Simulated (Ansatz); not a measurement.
# The Cu-Sn system: small convex hull in Python

Wanted for the Cu-Sn system: a small convex hull.

Program: Ansatz 0.2.0, driven from Python. Level of theory: DFT LDA, plane waves, PAW. These are calculated values, not measurements.

## (1) Starting point

Cu3Sn Fm-3m: Symmetry: Fm-3m, No. 225, cubic system. The conventional cell has a = 6.166 Å, b = 6.166 Å, c = 6.166 Å, α = 90.00°, β = 90.00°, γ = 90.00°. Cu (site symmetry m-3m) is surrounded by 8 Cu at 2.67 Å. Around Cu (site symmetry -43m) lie 4 Sn at 2.67 Å and 4 Cu at 2.67 Å. Around Sn (site symmetry m-3m) lie 8 Cu at 2.67 Å.

CuSn P6_3/mmc: Symmetry: P6_3/mmc, No. 194, hexagonal system. Conventional cell: a = 4.190 Å, b = 4.190 Å, c = 5.086 Å, α = 90.00°, β = 90.00°, γ = 120.00°. Cu (site symmetry -3m) is surrounded by 2 Cu at 2.54 Å and 6 Sn at 2.73 Å. Sn (site symmetry -6m2) is surrounded by 6 Cu at 2.73 Å.

Cu Fm-3m: Symmetry: Fm-3m, No. 225, cubic system. Conventional cell: a = 3.615 Å, b = 3.615 Å, c = 3.615 Å, α = 90.00°, β = 90.00°, γ = 90.00°. Around Cu (site symmetry m-3m) lie 12 Cu at 2.56 Å.

Sn Fd-3m: The structure is cubic, space group Fd-3m (No. 227). The conventional cell has a = 6.467 Å, b = 6.467 Å, c = 6.467 Å, α = 90.00°, β = 90.00°, γ = 90.00°. Sn (site symmetry -43m) has 4 Sn at 2.80 Å as nearest neighbours.

Input file cu3sn_cu3sn_fm_3m.cif:

```cif
data_Cu3Sn
_cell_length_a 4.360056
_cell_length_b 4.360056
_cell_length_c 4.360056
_cell_angle_alpha 60.00000
_cell_angle_beta 60.00000
_cell_angle_gamma 60.00000
_symmetry_space_group_name_H-M 'P 1'
_symmetry_Int_Tables_number 1
loop_
_symmetry_equiv_pos_as_xyz
'x, y, z'
loop_
_atom_site_label
_atom_site_type_symbol
_atom_site_fract_x
_atom_site_fract_y
_atom_site_fract_z
Cu1 Cu    0.500000    0.500000    0.500000
Cu2 Cu    0.750000    0.750000    0.750000
Cu3 Cu    0.250000    0.250000    0.250000
Sn4 Sn    0.000000    0.000000    0.000000
```

The script reads cu3sn_cusn_p6_3_mmc.xyz:

```xyz
4
Lattice="4.19 0.0 0.0 -2.095 3.62864644 0.0 0.0 0.0 5.086" Properties=species:S:1:pos:R:3 pbc="T T T"
Cu    0.00000000    0.00000000    0.00000000
Cu    0.00000000    0.00000000    2.54300000
Sn   -0.00000000    2.41909763    1.27150000
Sn    2.09500000    1.20954881    3.81450000
```

The script reads cu3sn_cu.cif:

```cif
data_Cu
_cell_length_a 2.556191
_cell_length_b 2.556191
_cell_length_c 2.556191
_cell_angle_alpha 60.00000
_cell_angle_beta 60.00000
_cell_angle_gamma 60.00000
_symmetry_space_group_name_H-M 'P 1'
_symmetry_Int_Tables_number 1
loop_
_symmetry_equiv_pos_as_xyz
'x, y, z'
loop_
_atom_site_label
_atom_site_type_symbol
_atom_site_fract_x
_atom_site_fract_y
_atom_site_fract_z
Cu1 Cu    0.000000    0.000000    0.000000
```

Input file cu3sn_sn.extxyz:

```xyz
2
Lattice="0.0 3.2333428 3.2333428 3.2333428 0.0 3.2333428 3.2333428 3.2333428 0.0" Properties=species:S:1:pos:R:3 pbc="T T T"
Sn    0.00000000    0.00000000    0.00000000
Sn    1.61667140    1.61667140    1.61667140
```

## (2) Script

File hull_cu3sn.py:

```python
# -*- coding: utf-8 -*-
"""Stability of Cu-Sn compounds against each other, after relaxing atoms and volume at fixed cell shape."""

from collections import Counter
import csv
import warnings

import ansatz as az
from ase.io import read
import matplotlib.pyplot as plt
import numpy as np

TOLERANCE = 1e-07
ECUT = 500
K_SPACING = 0.27
SMEARING = "fermi_dirac"
SMEARING_WIDTH = 0.05


def solve(name, crystal):
    calc = (
        crystal.calculation()
        .functional(az.Functional.LDA)
        .scf(tolerance=TOLERANCE)
        .basis(ECUT)
        .kpoints(spacing=K_SPACING)
        .occupations(SMEARING, width=SMEARING_WIDTH)
    )
    calc = calc.relax(force_tolerance=0.02, fix_cell=["shape"])
    return calc.run()


def counts(outcome):
    return Counter(site.symbol for site in outcome.lattice.sites)

def formation_energy(outcome, mu):
    n = counts(outcome)
    return (outcome.report["energy_sigma0_ev"] - sum(k * mu[element] for element, k in n.items())) / sum(n.values())

warnings.simplefilter("ignore", az.DeckWarning)

phases = {}
atoms = read("cu3sn_cu3sn_fm_3m.cif")
cu3sn_fm_3m = az.Crystal.from_ase(atoms)
phases["Cu3Sn Fm-3m"] = cu3sn_fm_3m
cusn_p6_3_mmc = az.Crystal.from_extxyz("cu3sn_cusn_p6_3_mmc.xyz")
phases["CuSn P6_3/mmc"] = cusn_p6_3_mmc
atoms = read("cu3sn_cu.cif")
cu = az.Crystal.from_ase(atoms)
phases["Cu"] = cu
sn = az.Crystal.from_extxyz("cu3sn_sn.extxyz")
phases["Sn"] = sn

done = {name: solve(name, crystal) for name, crystal in phases.items()}

# chemical potentials of the elements at zero temperature
references = {"Cu": "Cu", "Sn": "Sn"}
mu = {element: done[name].report["energy_sigma0_ev"] / len(done[name].lattice.sites) for element, name in references.items()}
points = sorted((counts(o)["Sn"] / len(o.lattice.sites), formation_energy(o, mu), name) for name, o in done.items())

# walk in x and drop points that lie above the chord
hull = []
for x, e, _ in points:
    while len(hull) > 1 and (hull[-1][0] - hull[-2][0]) * (e - hull[-2][1]) - (hull[-1][1] - hull[-2][1]) * (x - hull[-2][0]) <= 0:
        hull.pop()
    hull.append((x, e))
rows = [(name, x, e, e - np.interp(x, *zip(*hull))) for x, e, name in points]
with open("hull.csv", "w", newline="") as handle:
    writer = csv.writer(handle)
    writer.writerow(["phase", "x(Sn)", "E_form (eV/atom)", "above hull (eV/atom)"])
    writer.writerows([round(v, 4) if isinstance(v, float) else v for v in row] for row in rows)
print(open("hull.csv").read())
print("on the hull of these phases:", ", ".join(row[0] for row in rows if row[3] < 1e-6))
stable = [row for row in rows if row[3] < 1e-6]
plt.figure(figsize=(4.5, 3.2))
plt.plot([row[1] for row in stable], [row[2] for row in stable], "k-o")
plt.plot([row[1] for row in rows], [row[2] for row in rows], "r.")
plt.xlabel("fraction of Sn")
plt.ylabel("formation energy (eV/atom)")
plt.tight_layout()
plt.savefig("hull.png", dpi=100)
```

## (3) The calls as engine input

The package turns the script's settings into the engine's input (first run):

```yaml
crystal:
  lattice:
    - [4.360056, 0.0, 0.0]
    - [2.1800280000000005, 3.7759192579227645, 0.0]
    - [2.1800280000000005, 1.2586397526409216, 3.559970816653417]
  atoms:
    - { symbol: Cu, position: [0.49999999999999994, 0.49999999999999994, 0.49999999999999994] }
    - { symbol: Cu, position: [0.7499999999999998, 0.7500000000000001, 0.75] }
    - { symbol: Cu, position: [0.24999999999999997, 0.24999999999999997, 0.24999999999999997] }
    - { symbol: Sn, position: [0.0, 0.0, 0.0] }
basis:
  ecutwfc: 500.0
kpoints:
  mp_grid:
    kspacing: 0.27
hamiltonian:
  xc: lda
scf:
  convergence:
    dr2_threshold: 1.0e-07
  occupations:
    method: fermi_dirac
    width: 0.05
relax:
  f_tol: 0.02
  cell:
    fix: [shape]
```

## (4) Running it

Started as:

```bash
$ python hull_cu3sn.py
```

The log of the run:

```text
phase,x(Sn),E_form (eV/atom),above hull (eV/atom)
Cu,0.0,0.0,0.0
Cu3Sn Fm-3m,0.25,0.0605,0.0956
CuSn P6_3/mmc,0.5,-0.0701,0.0
Sn,1.0,0.0,0.0

on the hull of these phases: Cu, CuSn P6_3/mmc, Sn
```

It took 44 s on 1 thread of Arm Neoverse V2, shared host; peak memory 0.55 GiB.

## (5) What each run gave

The 4 runs, in the order started:

| run | system | space group at the end | energy (eV/atom) | from the elements (meV/atom) | final volume (Å³/atom) | pressure (GPa) | SCF cycles in all | CPU time (s) |
| --- | --- | --- | --- | --- | --- | --- | --- | --- |
| 1 | Cu3Sn (4 atoms) | Fm-3m | -6386.6058 | 60.5 | 13.37 | -0.01 | 31 | 14 |
| 2 | CuSn (4 atoms) | P6_3/mmc | -6217.6831 | -70.1 | 17.70 | -0.02 | 34 | 21 |
| 3 | Cu (1 atom) | Fm-3m | -6555.7196 | 0.0 | 10.88 | -0.02 | 28 | 4 |
| 4 | Sn (2 atoms) | Fd-3m | -5879.5063 | 0.0 | 33.92 | 0.00 | 14 | 4.3 |

Energies are extrapolated to zero smearing width, as in the script. Totals carry meaning only in balanced differences at one level of theory.

## (6) How the relaxation of run 2 went

Relaxation path:

| step | E - E(step 1) (eV/cell) | largest force component (eV/Å) | pressure (GPa) | volume (Å³) |
| --- | --- | --- | --- | --- |
| 1 | 0.0000 | 0.0000 | -7.14 | 77.33 |
| 2 | -0.1472 | 0.0000 | 2.53 | 69.11 |
| 3 | -0.1596 | 0.0000 | -0.42 | 71.08 |
| 4 | -0.1600 | 0.0000 | -0.02 | 70.80 |
| 5 | -0.1596 | 0.0000 | -0.02 | 70.80 |

Step 1 is the start. Step 5 repeats the geometry before it on a plane-wave basis chosen anew for that cell, so its energy need not be comparable with the rows above.

|  | before | after | change |
| --- | --- | --- | --- |
| a (Å) | 4.190 | 4.069 | -2.9 % |
| b (Å) | 4.190 | 4.069 | -2.9 % |
| c (Å) | 5.086 | 4.939 | -2.9 % |
| volume (Å³/atom) | 19.33 | 17.70 | -8.4 % |
| shortest distance (Å) | 2.543 | 2.469 | -2.9 % |
| space group (0.01 Å) | P6_3/mmc | P6_3/mmc | same |

The run keeps the 24 symmetry operations of the start, so it could not have lowered the symmetry.

## (7) Path of the relaxation of run 4

Step by step:

```csv
step,energy from step 1 (eV/cell),largest force component (eV/Å),pressure (GPa),volume (Å³)
1,0.0000,0.0000,0.16,67.61
2,-0.0001,0.0000,-0.09,67.98
3,-0.0001,0.0000,0.00,67.84
4,-0.0001,0.0000,0.00,67.84
```

Step 1 is the start. Step 4 repeats the geometry before it on a plane-wave basis chosen anew for that cell, so its energy need not be comparable with the rows above.

Lengths and angles in the start's conventional setting:

|  | before | after | change |
| --- | --- | --- | --- |
| a (Å) | 6.467 | 6.474 | +0.1 % |
| b (Å) | 6.467 | 6.474 | +0.1 % |
| c (Å) | 6.467 | 6.474 | +0.1 % |
| volume (Å³/atom) | 33.80 | 33.92 | +0.4 % |
| shortest distance (Å) | 2.800 | 2.803 | +0.1 % |
| space group (0.01 Å) | Fd-3m | Fd-3m | same |

The run keeps the 48 symmetry operations of the start, so it could not have lowered the symmetry.

## (8) Results

| quantity | value |
| --- | --- |
| on the hull of these phases | Cu, CuSn P6_3/mmc, Sn |
| runs compared | 4 |
| energy of Cu3Sn (run 1) from the elements | 61 meV/atom |
| energy of CuSn (run 2) from the elements | -70 meV/atom |

Among these few phases the hull runs through Cu, CuSn P6_3/mmc, Sn; other phases, not tried, may lie lower. CuSn lies 70 meV/atom below its elements, the most of the cells tried. In CPU time, run 2 (CuSn (4 atoms)) cost about 5.2 times as much as run 3 (Cu (1 atom)). In run 2, the volume shrank by 8.4 % over 3 moves, and the space group stayed P6_3/mmc. In run 4, the volume grew by 0.4 % over 2 moves, and the space group stayed Fd-3m. For the metals among these cells the mesh is coarse, so their volumes and pressures are rough. The program warned that this SCF threshold is loose for forces or stresses. Atoms and volume are relaxed with the cell's shape held, which in cells of lower than cubic symmetry can hide stresses and shift volumes. Differences under about 40 meV an atom lie within the error of mesh and functional, so such verdicts may flip; only the cells listed enter the hull. Whether this is the phase that is stable at ambient conditions was not tested.
